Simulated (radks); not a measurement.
# Ionising zirconium step by step, Zr to Zr¹⁹⁺

One table from this session's results is given with a row withheld; the runs are named, their logs left out.

Program: radks (a radial shooting solver on a logarithmic mesh, Libxc functionals) version 1. Level of theory: non-relativistic Kohn-Sham, PBE, spin-polarised, spherical densities, point nucleus; open shells are filled with parallel spins first. These are calculated values, not measurements, unless marked.

### What is computed

- element: zirconium (Z = 40)
- charges: 0 to 19
- first configuration: [Kr] 4d2 5s2
- last configuration: [Ar] 3d3

The outer shells:

Zr
```
[Kr] core
4d [↑ ][↑ ][  ][  ][  ]
5s [↑↓]
```

Zr¹⁹⁺
```
[Ar] core
3d [↑ ][↑ ][↑ ][  ][  ]
```

Set-up of the first run:

The run's settings:

```text
Z 40
configuration [Kr] 4d2 5s2
relativity non-relativistic
functional pbe,pbe
spin polarised
nucleus point
```

Among the steps run: Zr, [Kr] 4d2 5s2.

One of the session's tables, all rows but one given; the rest of the session is left out.

It belongs to the step «Zr, [Kr] 4d2 5s2». Radial moments (bohr):

```
  level    <r>  outermost maximum (interpolated)  90 % within  nodes
  4s up  1.243                              1.10         1.81      3
4s down      ?                                 ?            ?      ?
  4p up  1.382                              1.19         2.05      2
4p down  1.375                              1.19         2.05      2
  5s up  3.754                              3.19         5.57      4
  4d up  2.204                              1.58         3.62      1
5s down  3.920                              3.30         5.85      4
4d down  2.312                              1.57         3.88      1
```

Estimate the missing values for 4s down.

As computed: <r>: 1.238; outermost maximum (interpolated): 1.10; 90 % within: 1.81; nodes: 3. In the column «<r>» it is the lowest.

Limits of these values: Relativity is left out here, which matters for elements this heavy. Open shells are spherical and high-spin; term and fine-structure splittings are not resolved.
